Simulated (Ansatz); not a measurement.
I need a ladder of methods at one geometry of AlBFH3OS, SMILES OB(F)[S][AlH2]. Use Ansatz 0.2.0, Python API. Level of theory (for the species named): CAM-B3LYP, def2-SVP basis, multiplicity 1. The script varies functional: cam_b3lyp, lc_wpbe, hse06, hf.

| atom | x (Å) | y (Å) | z (Å) |
| --- | --- | --- | --- |
| O | 1.2402 | 0.7460 | 1.5957 |
| B | 0.3605 | -0.3694 | 1.2551 |
| F | 0.8993 | -1.6927 | 1.2819 |
| S | -1.3803 | -0.1237 | 0.8257 |
| Al | -1.0061 | 0.0436 | -1.4043 |
| H | 1.5765 | 1.0928 | 0.7160 |
| H | -0.6606 | 1.4843 | -2.0138 |
| H | -0.9373 | -1.2379 | -2.3120 |

The script, `methods.py`:
```python
from dataclasses import dataclass
from pathlib import Path

import ansatz as az
import numpy as np


@dataclass
class Options:
    basis: str = "def2-SVP"


settings = Options()


def main() -> None:
    albfh3os = (
        az.Crystal.molecule()
        .atom("O", [1.2402, 0.746, 1.5957])
        .atom("B", [0.3605, -0.3694, 1.2551])
        .atom("F", [0.8993, -1.6927, 1.2819])
        .atom("S", [-1.3803, -0.1237, 0.8257])
        .atom("Al", [-1.0061, 0.0436, -1.4043])
        .atom("H", [1.5765, 1.0928, 0.716])
        .atom("H", [-0.6606, 1.4843, -2.0138])
        .atom("H", [-0.9373, -1.2379, -2.312])
    )

    setup = albfh3os.calculation().basis(gaussian=settings.basis)

    print("functional    E (Ha)        dipole (D)   HOMO (eV)  LUMO (eV)")
    for name in ["cam_b3lyp", "lc_wpbe", "hse06", "hf"]:
        rep = setup.functional(name).forces().orbitals().run(threads=1, pin="off", runs_dir="runs").report
        lines = Path(rep["orbitals_path"]).read_text().splitlines()
        field_of = lambda key: [line.split("=")[1].strip() for line in lines if line.startswith(key)]
        orbitals = [(27.211386 * float(e), s, float(n)) for e, s, n in zip(field_of("Ene="), field_of("Spin="), field_of("Occup="))]
        homo = max(e for e, _, n in orbitals if n > 0.5)
        lumo = min(e for e, _, n in orbitals if n < 0.5)
        dipole = 4.803205 * np.linalg.norm(rep["charge_distribution"]["dipole_moment_e_ang"])
        print(f"{name:10s} {rep['free_energy_ev'] / 27.211386246:14.6f} {dipole:9.3f} {homo:11.3f} {lumo:10.3f}")


if __name__ == "__main__":
    main()
```

```console
$ python methods.py
functional    E (Ha)        dipole (D)   HOMO (eV)  LUMO (eV)
cam_b3lyp     -842.055406     3.048      -8.679     -1.567
lc_wpbe       -841.787693     3.130     -10.142     -0.501
hse06         -841.622451     3.022      -7.048     -2.947
hf            -839.948544     3.357     -10.369      0.250
```

Caveats:
- Total energies depend on the basis set; only differences at equal settings carry meaning.
- The geometry is a force-field or estimated start, not a minimum of this method, and the basis set is short of its limit. A lower total doesn't mark the better method: functionals have no common bound, and MP2 and coupled cluster aren't variational.
- Levels such as HOMO and LUMO are orbital energies: with these approximate functionals they aren't the ionisation energy and electron affinity, and their gap isn't the fundamental gap.
- hse06 follows the composition of plane-wave codes, whose totals differ by tens of mHa, up to about 0.1 Ha, from the form usual in Gaussian-basis programs (wpbeh).
- Run time: 9.7 s on 1 thread of Intel(R) Xeon(R) Processor @ 2.30GHz (shared host), peak memory 0.31 GiB.
